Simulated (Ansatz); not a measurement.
**BH₂NZn (SMILES B=[N][ZnH]): functionals against CCSD(T) at one geometry**

One table from this session's results is given with a row withheld; the runs are named, their logs left out.

The runs use Ansatz 0.2.0, Gaussian basis; single points in def2-TZVPP.

Cores are frozen in the correlated methods. The 3s and 3p shells of Cu and Zn are frozen; filled d shells are correlated.

### The starting structure

SMILES `B=[N][ZnH]`, 5 atoms, charge 0, spin multiplicity 1.

Atoms are counted from 1 here; the program's logs count them from 0.

Bond lengths: B1–N2 1.320 Å, B1–H4 1.258 Å, N2–Zn3 1.893 Å, Zn3–H5 1.559 Å. Angles: N2–B1–H4 168.1°, B1–N2–Zn3 163.6°, N2–Zn3–H5 167.1°.

Geometry (Å):

```
B    -1.5322   -0.3194   -0.4296
N    -0.3801   -0.0413    0.1514
Zn    1.4320    0.4025    0.4722
H    -2.7324   -0.5151   -0.7524
H     2.9689    0.4205    0.7302
```

The first run:

File run/in.yaml:

```yaml
crystal:
  periodic: [false, false, false]
  atoms:
    - {symbol: B, position_ang: [-1.532200, -0.319400, -0.429600]}
    - {symbol: N, position_ang: [-0.380100, -0.041300, 0.151400]}
    - {symbol: Zn, position_ang: [1.432000, 0.402500, 0.472200]}
    - {symbol: H, position_ang: [-2.732400, -0.515100, -0.752400]}
    - {symbol: H, position_ang: [2.968900, 0.420500, 0.730200]}
basis:
  gaussian: {orbitals: def2-TZVPP}
correlation: {method: ccsd_t, frozen_orbitals: {B: 1, H: 0, "N": 1, Zn: 9}}
output: {forces: true}
```

The command line of these runs was not kept.

Steps of the session up to this table: CCSD(T)/def2-TZVPP; PBE0-D4/def2-TZVPP; wB97M-V/def2-TZVPP; r2SCAN-D4/def2-TZVPP; PBE-D4/def2-TZVPP; r2SCANh-D4/def2-TZVPP; revPBE-D4/def2-TZVPP.

One of the session's tables, all rows but one given; the rest of the session is left out.

```
    method  RMS force component (eV/Å)  angle to CCSD(T) forces (°)  dipole (D)
   CCSD(T)                       1.016                    reference        0.71
   PBE0-D4                       1.261                          7.7        0.61
   wB97M-V                       1.311                          7.3        0.63
 r2SCAN-D4                           ?                            ?           ?
    PBE-D4                       1.008                          3.4        0.57
r2SCANh-D4                       1.226                          5.6        0.60
 revPBE-D4                       0.958                          2.2        0.58
```

**Question.** Estimate the row for r2SCAN-D4.

The run gave: RMS force component (eV/Å): 1.149; angle to CCSD(T) forces (°): 4.5; dipole (D): 0.58. In the column «RMS force component (eV/Å)» it lies between CCSD(T) (1.016) and r2SCANh-D4 (1.226).
